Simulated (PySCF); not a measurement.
# Solver options tried on TiH3⁺

Do solver options change the result for TiH3⁺, or only the number of cycles?

Method: method and basis as typed in the scripts; program: PySCF 2.14.0.

## Step 1: Where the work starts

TiH3⁺: 4 atoms, charge 1, spin multiplicity 1.

Bond lengths: Ti1–H2 1.670 Å, Ti1–H3 1.670 Å, Ti1–H4 1.670 Å. Angles: H2–Ti1–H3 67.1°, H2–Ti1–H4 67.1°, H3–Ti1–H4 67.1°.

## Step 2: The run that the others are compared with

Contents of input.py:

```python
from pyscf import gto, scf

mol = gto.M(
    atom='Ti 0 0 -0.0762; H 1.0659 0 1.2094; H -0.5329 0.9231 1.2094; H -0.5329 -0.9231 1.2094',
    basis='6-31g*',
    charge=1,
    spin=0,
    verbose=4,
)
mf = scf.RHF(mol)
mf = mf.density_fit(auxbasis='def2-universal-jkfit')
mf.kernel()
mf.stability(internal=True, external=True)
mf.dip_moment()
print('orbital energies (hartree):', mf.mo_energy[..., max(0, mol.nelec[1]-3):mol.nelec[0]+3].round(4))
```

Run with:

```bash
$ python input.py
```

The log of this run is left out.

Base result: E(SCF) = -849.655531 Eh, 11 cycles, internal stable; real -> complex stable; RHF/RKS -> UHF/UKS unstable.

The dipole of an ion depends on the origin.

## Step 3: DIIS space 12

Variant 1 changes DIIS space: default → 12.

Contents of input.py:

```python
from pyscf import gto, scf

mol = gto.M(
    atom='Ti 0 0 -0.0762; H 1.0659 0 1.2094; H -0.5329 0.9231 1.2094; H -0.5329 -0.9231 1.2094',
    basis='6-31g*',
    charge=1,
    spin=0,
    verbose=4,
)
mf = scf.RHF(mol)
mf = mf.density_fit(auxbasis='def2-universal-jkfit')
mf.diis_space = 12
mf.kernel()
mf.stability(internal=True, external=True)
mf.dip_moment()
print('orbital energies (hartree):', mf.mo_energy[..., max(0, mol.nelec[1]-3):mol.nelec[0]+3].round(4))
```

Run with:

```bash
$ python input.py
```

## Step 4: Initial guess chk

Variant 2 changes initial guess: minao → chk.

input.py: that of step 2 with these lines changed.

```diff
@@ -11,2 +11,3 @@
 mf = mf.density_fit(auxbasis='def2-universal-jkfit')
+mf.init_guess = 'chk'
 mf.kernel()
```

Before running it: what results should come out? Wanted: for each run, E(SCF); from base; gap; after the SCF.

**Answer**, as computed:

```csv
run,E(SCF) (hartree),from base (eV),cycles,gap (eV),after the SCF
base,-849.655531,0,11,11.67,unstable: RHF/RKS -> UHF/UKS
DIIS space 12,-849.655531,0.0000,11,11.67,unstable: RHF/RKS -> UHF/UKS
initial guess chk,-849.655531,0.0000,11,11.67,unstable: RHF/RKS -> UHF/UKS
```

Distance from each run's final energy (log10 hartree) by cycle:

```csv
run,cycle 1,cycle 2,cycle 3,cycle 5,cycle 8,cycle 12
base,-0.4,-0.5,-2.0,-3.7,-5.8,done
DIIS space 12,-0.4,-0.5,-2.0,-3.7,-5.8,done
initial guess chk,-0.4,-0.5,-2.0,-3.7,-5.8,done
```

With DIIS space 12 or initial guess chk the SCF ends at the base energy. PySCF falls back to minao for a guess that it doesn't know or can't read, so that run repeats the base. With DIIS space 12, initial guess chk the path hardly changes: 11 cycles against 11.
